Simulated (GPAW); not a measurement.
The system is NiMoIrPdW.

```
Ni Mo Pd Ir W
1.0
     2.76078    0.00000    0.00000
    -1.38039    2.39090    0.00000
     0.00000    0.00000   11.34051
Ni Mo Pd Ir W
1 1 1 1 1
Direct
  0.00000 0.00000 0.70917
  0.66667 0.33333 0.29425
  0.66667 0.33333 0.89901
  0.00000 0.00000 0.10604
  0.66667 0.33333 0.52921
```

The cell was built by a generator and needn't be a form met in nature.

Base run:

- Program: GPAW 26.7.0
- Functional: TPSS
- Potentials or basis: GPAW PAW data sets (gpaw-data 1.2.1)
- Cutoff: 600 eV
- Basis: pw
- k mesh: 8 × 8 × 2
- Occupations: fermi-dirac, width 0.05 eV
- Spin: collinear spin, ferromagnetic start
- Starting moments: [1.0, 1.0, 0.0, 0.6, 0.0] μB

Its results: pressure -5.5 GPa; net moment 0.00 μB per cell; largest force 0.383 eV/Å.

Task: The run is repeated on the same cell with these changes: functional from TPSS to SCAN. What comes out?

Result: Pressure -8.9 GPa; net moment 0.22 μB per cell; site moments Ni +0.25; Mo -0.02; Pd +0.02; Ir -0.01; W +0.00 μB; largest force 0.188 eV/Å.

Caveats: the stock nickel data set gives pressures a few GPa off other programs; the PAW data sets were made with another functional, which shifts forces and pressure a little.
